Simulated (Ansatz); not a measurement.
# TaHO2: the cost of one run

Computed with Ansatz 0.2.0 (DFT PBE, scalar-relativistic, plane waves, PAW, unless a step's input says otherwise).

### 1 Starting point

The structure is hexagonal, space group P-6m2 (No. 187). The conventional cell has a = 3.004 Å, b = 3.004 Å, c = 4.783 Å, α = 90.00°, β = 90.00°, γ = 120.00°. Around Ta (site symmetry -6m2) lie 6 O at 2.16 Å. H (site symmetry -6m2) is surrounded by 6 O at 2.05 Å. Around O (site symmetry 3m) lie 3 H at 2.05 Å and 3 Ta at 2.16 Å and 1 O at 2.20 Å.

As a file:

```cif
data_structure
_symmetry_space_group_name_H-M 'P-6m2'
_symmetry_Int_Tables_number 187
_cell_length_a 3.0042
_cell_length_b 3.0042
_cell_length_c 4.7826
_cell_angle_alpha 90.000
_cell_angle_beta 90.000
_cell_angle_gamma 120.000
_cell_volume 37.38
loop_
_atom_site_label
_atom_site_type_symbol
_atom_site_symmetry_multiplicity
_atom_site_Wyckoff_symbol
_atom_site_fract_x
_atom_site_fract_y
_atom_site_fract_z
_atom_site_occupancy
Ta1 Ta 1 a 0.00000 0.00000 0.00000 1
H1 H 1 d 0.33333 0.66667 0.50000 1
O1 O 2 i 0.66667 0.33333 0.27000 1
```

### 2 H between sheets of the TiO2 type, stage 1 (P-6m2, No. 187)

Input file input.yaml:

```yaml
crystal:
  lattice:
    - [3.00424656, 0.0, 0.0]
    - [-1.50212328, 2.60175384, 0.0]
    - [0.0, 0.0, 4.7825838]
  atoms:
    - { symbol: Ta, position: [0.33333333, 0.66666667, 0.0], spin: 1.0 }
    - { symbol: H, position: [0.66666667, 0.33333333, 0.5] }
    - { symbol: O, position: [0.0, 0.0, 0.2699988] }
    - { symbol: O, position: [0.0, 0.0, 0.7300012] }
basis:
  ecutwfc: 420
kpoints:
  mp_grid: { grid: [6, 6, 4] }
hamiltonian:
  xc: pbe
scf:
  occupations: { method: gaussian, width: 0.1 }
  lower_state_search: "off"
output:
  forces: true
  stress: true
  eigenvalues: true
  populations: true
magnetization:
  spin_polarized: true
```

The run is started by

```bash
$ ansatz run input.yaml --threads 1 --pin off --max-ram 2560MiB --backend cpu --events-out ev --progress --plain --runs-dir out
```

Q: Estimate wall time and peak memory on 1 thread of Arm Neoverse N1, shared host.

About 14 s, with a peak of 0.29 GiB.
